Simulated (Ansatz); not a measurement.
# ZrH₃+ (quintet): the correlation ladder, def2-TZVPP

The task here is to estimate one member of a computed series from the others.

The runs use Ansatz 0.2.0, Gaussian basis; def2-TZVPP, core rule «outside noble gas», up to 4 orbitals frozen.

Plan: UHF; CCSD(T) on ROHF; CCSD(T) on UHF; CCSDT(Q) on ROHF; CCSDT(Q) on UHF.

14 further runs of the same task are left out: 9 for a known fault of the program, 5 set aside as unsound or not needed. Runs told in other sessions of the task aren't counted.

## The system

The geometry is a PBE0/def2-TZVP stationary point (not a proven minimum) of the parent state, kept for this charge and spin. No spin-orbit coupling is included. Elements past krypton take def2 core potentials.

4 atoms, charge 1, spin multiplicity 5.

Atoms are counted from 1 here; the program's logs count them from 0.

Bond lengths: Zr1–H2 2.446 Å, Zr1–H3 2.050 Å, Zr1–H4 2.050 Å, H3–H4 0.811 Å. Angles: H2–Zr1–H3 168.6°, H2–Zr1–H4 168.6°, H3–Zr1–H4 22.8°, Zr1–H3–H4 78.6°, Zr1–H4–H3 78.6°.

The first run:

The input, in.yaml:

```yaml
crystal:
  periodic: [false, false, false]
  atoms:
    - {symbol: Zr, position_ang: [0.000000, 0.000000, -0.016822]}
    - {symbol: H, position_ang: [0.000000, 0.000000, -2.463315]}
    - {symbol: H, position_ang: [0.000000, 0.405660, 1.992908]}
    - {symbol: H, position_ang: [0.000000, -0.405660, 1.992908]}
basis:
  gaussian: {orbitals: def2-TZVPP}
total_charge: 1
magnetization: {spin_polarized: true, initial_magnetization: 4}
hamiltonian: {xc: hf}
output: {orbitals: {seedname: orbitals}}
```

On the command line:

```
$ ansatz run in.yaml --threads 1 --pin off --events-out ev --progress --plain --max-ram 4096MiB --backend cpu
```

Among the steps run: UHF; CCSD(T) on ROHF; CCSD(T) on UHF; CCSDT(Q) on ROHF; CCSDT(Q) on UHF.

One of the session's tables, all rows but one given; the rest of the session is left out.

```
   method  from RCCSDT(Q) (kJ/mol)
     ROHF                   +198.0
      UHF                   +184.8
     RMP2                    +42.4
     UMP2                    +30.7
    RCCSD                     +4.5
    UCCSD                     -6.6
 RCCSD(T)                        ?
 UCCSD(T)                     -9.8
   RCCSDT                     +0.1
   UCCSDT                    -10.7
RCCSDT(Q)                        0
UCCSDT(Q)                    -10.8
```

Q: Estimate the row for RCCSD(T) from the others.

**Answer.** from RCCSDT(Q) (kJ/mol): +1.1. In the column «from RCCSDT(Q) (kJ/mol)» it lies between RCCSDT (+0.1) and RCCSD (+4.5).

The ROHF row is the lowest such solution found; the determinant under the restricted MP2 and coupled-cluster rows lies 0.02 eV higher.

Caveats from the session: Warnings: coupled cluster took another determinant than the lowest; large T1 diagnostic. Restricted and unrestricted rows rest on different reference determinants; a gap between their highest levels can come from leftover correlation error, from unlike frozen cores or from another state.
